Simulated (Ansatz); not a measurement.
This was printed by a script on the Ansatz DFT code, driven from Python, for a comparison of functionals at one structure of Li3Tl2Cd, space group P4/mmm. What did the script look like? Use (first run): PBEsol, PAW, the default cutoff (420 eV here), 6×6×2 k-points, Fermi-Dirac smearing of 0.1 eV. The script varies functional: pbesol, blyp, lda.

```xyz
6
Lattice="3.3788 0.0000 0.0000 0.0000 3.3788 0.0000 0.0000 0.0000 10.2299" Properties=species:S:1:pos:R:3 pbc="T T T"
Li    0.0000    0.0000    8.5836
Li    0.0000    0.0000    1.6463
Li    0.0000    0.0000    5.1150
Tl    1.6894    1.6894    3.3229
Tl    1.6894    1.6894    6.9070
Cd    1.6894    1.6894    0.0000
```

```console
$ python run_xc.py
DeckWarning: basis.ecutwfc = 420 eV, auto-derived from the records' recommended cutoffs: set by Li (normal level)
  functional   F/atom (eV)    iterations       P (GPa)  max component (eV/A)      k-points
      pbesol   -5231.00644             7        -1.092                0.0390            20
        blyp   -5305.07187             7         3.221                0.0812            20
         lda   -5169.63424             7        -3.016                0.0169            20
```
(Warnings from the package without file and line.)

One script that gives this output:

Script `run_xc.py`:
```python
# -*- coding: utf-8 -*-
import ansatz as az
from ase import Atoms

atoms = Atoms(
    ["Li", "Li", "Li", "Tl", "Tl", "Cd"],
    scaled_positions=[
        (0.0, 0.0, 0.8390681),
        (0.0, 0.0, 0.1609319),
        (0.0, 0.0, 0.5),
        (0.5, 0.5, 0.32482468),
        (0.5, 0.5, 0.67517532),
        (0.5, 0.5, 0.0),
    ],
    cell=[
        (3.37884645, 0.0, 0.0),
        (0.0, 3.37884645, 0.0),
        (0.0, 0.0, 10.22991473),
    ],
    pbc=True,
)
cell = az.Crystal.from_ase(atoms)

calculation = (
    cell.calculation()
    .occupations("fermi_dirac", width=0.1)
    .kpoints(mesh=(6, 6, 2))
    .forces()
    .stress()
)

rows = []
for value in ["pbesol", "blyp", "lda"]:
    rep = calculation.functional(value).run(threads=1, pin="off").report
    rows.append((value, rep["free_energy_ev"] / len(rep["lattice"]["sites"]), rep["n_iterations"], sum(rep["stress_gpa"][i][i] for i in range(3)) / 3, max(abs(f) for row in rep["forces_ev_ang"] for f in row), rep["n_kpoints"]))

print("  functional   F/atom (eV)    iterations       P (GPa)  max component (eV/A)      k-points")
for row in rows:
    print(f"{str(row[0]):>12s}  {row[1]:12.5f}  {row[2]:12d}  {row[3]:12.3f}  {row[4]:20.4f}  {row[5]:12d}")
```

From lowest to highest: LDA (-3.0 GPa), PBEsol (-1.1 GPa) and BLYP (3.2 GPa). At a fixed cell a lower pressure usually means a smaller equilibrium volume, so LDA prefers the smallest cell and BLYP the largest.

Notes:
- BLYP can be off by several per cent in the lattices of metals, and by several GPa in the pressure at a fixed cell.
- For a metal this k-point mesh is coarse: on a finer one energies can move by several to tens of meV an atom and pressures by half a GPa or more, differences at one mesh by less.
- Pressure is positive in compression.
- Spin-orbit coupling, which matters for elements this heavy, is left out.
- The structure comes from a database of computed cells and needn't be a stable or known phase.
- Total energies of different functionals can't be compared; pressures, moments and gaps at this one structure can.
- It ran for 13 s on 1 thread of Arm Neoverse V1 (shared host), peak memory 0.47 GiB.
